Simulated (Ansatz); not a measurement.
# TiNi, space group Pm-3m: cell relaxations under several functionals

Program: Ansatz 0.2.0, Python API.

Interactive session:
```pycon
>>> import ansatz
>>> import numpy as np
>>> from pymatgen.core import Lattice, Structure
>>> from pymatgen.io.ase import AseAtomsAdaptor
>>> FILLING = "Fermi-Dirac"
>>> WIDTH_EV = 0.15
>>> SCF_TOL = 1e-10
>>> KSPACING = 0.22
>>> def edges_and_angles(cell):
...     cell = np.asarray(cell)
...     a, b, c = np.linalg.norm(cell, axis=1)
...     cosines = cell[1] @ cell[2] / (b * c), cell[0] @ cell[2] / (a * c), cell[0] @ cell[1] / (a * b)
...     return (a, b, c, *np.degrees(np.arccos(cosines)))
...
>>> pmg_structure = Structure(
...     Lattice([(2.988066, 0.0, 0.0), (0.0, 2.988066, 0.0), (0.0, 0.0, 2.988066)]),
...     ["Ti", "Ni"],
...     [
...         (0.5, 0.5, 0.5),
...         (0.0, 0.0, 0.0),
...     ],
... )
>>> tini = ansatz.Crystal.from_ase(AseAtomsAdaptor.get_atoms(pmg_structure)).moments(Ni=1.5)
>>> job = (
...     tini.calculation()
...     .occupations(FILLING, width=WIDTH_EV)
...     .scf(tolerance=SCF_TOL)
...     .basis(21 * ansatz.Ha)
...     .kpoints(spacing=KSPACING)
...     .spin(ansatz.SpinTreatment.COLLINEAR)
...     .relax(cell=True, max_steps=40)
... )
>>> levels = [("pbesol", "d3bj"), ("lda", "none"), ("pbesol", "none")]
>>> print("level            a       b       c    alpha   beta  gamma  V/atom  steps")
level            a       b       c    alpha   beta  gamma  V/atom  steps
>>> for name, dispersion in levels:
...     seen = []
...     run = job.functional(name, dispersion=dispersion).session().plan()
...     outcome = run.execute(on_event=lambda e: seen.append(e) if e["event"] == "relax_step" else None)
...     cell = outcome.lattice.cell_ang
...     label = name if dispersion == "none" else f"{name}+{dispersion}"
...     print("{:13s} {:7.4f} {:7.4f} {:7.4f} {:6.2f} {:6.2f} {:6.2f}".format(label, *edges_and_angles(cell)), f"{abs(np.linalg.det(cell)) / len(outcome.lattice.sites):7.3f} {len(seen):5d}")
...
RunWarning: the starting moments were not kept: the SCF closed with an absolute magnetisation of 1.3e-7 μB, where they sum to 1.5 μB in size (1 site). That is at most 0.1 of that sum. Measured as dr2_m measures the in/out step, that magnetisation stands [...]
pbesol+d3bj    2.9355  2.9355  2.9355  90.00  90.00  90.00  12.648     4
lda            2.9405  2.9405  2.9405  90.00  90.00  90.00  12.713     3
pbesol         2.9734  2.9734  2.9734  90.00  90.00  90.00  13.143     3
```

From smallest to largest: PBEsol+D3BJ (12.65 Å³ an atom, -5.2 % against the start), LDA (12.71 Å³ an atom, -4.7 % against the start) and PBEsol (13.14 Å³ an atom, -1.5 % against the start). The spread is 3.9 % in volume.

Notes:
- The SCF didn't keep the moments it started from (some shrank, vanished or turned); what is printed is the state reached.
- Forces vanish by symmetry, so the ions can't move, and the end may be a saddle.
- Dispersion corrections can be off by several per cent in the lattices of metals, and by several GPa in the pressure at a fixed cell.
- The mesh is modest for a metal, so energies can be off by several to tens of meV an atom and pressures by half a GPa or more; differences at equal mesh fare better.
- This is a high-temperature or high-pressure form, not the ambient phase.
- This cell is a computed structure, which may not be the phase found in nature.
- Warnings are shown shortened and without file and line.
- Hardware and time: 41 s on 1 thread of Intel(R) Xeon(R) 6975P-C (Granite Rapids), on a shared host, peak memory 0.59 GiB.
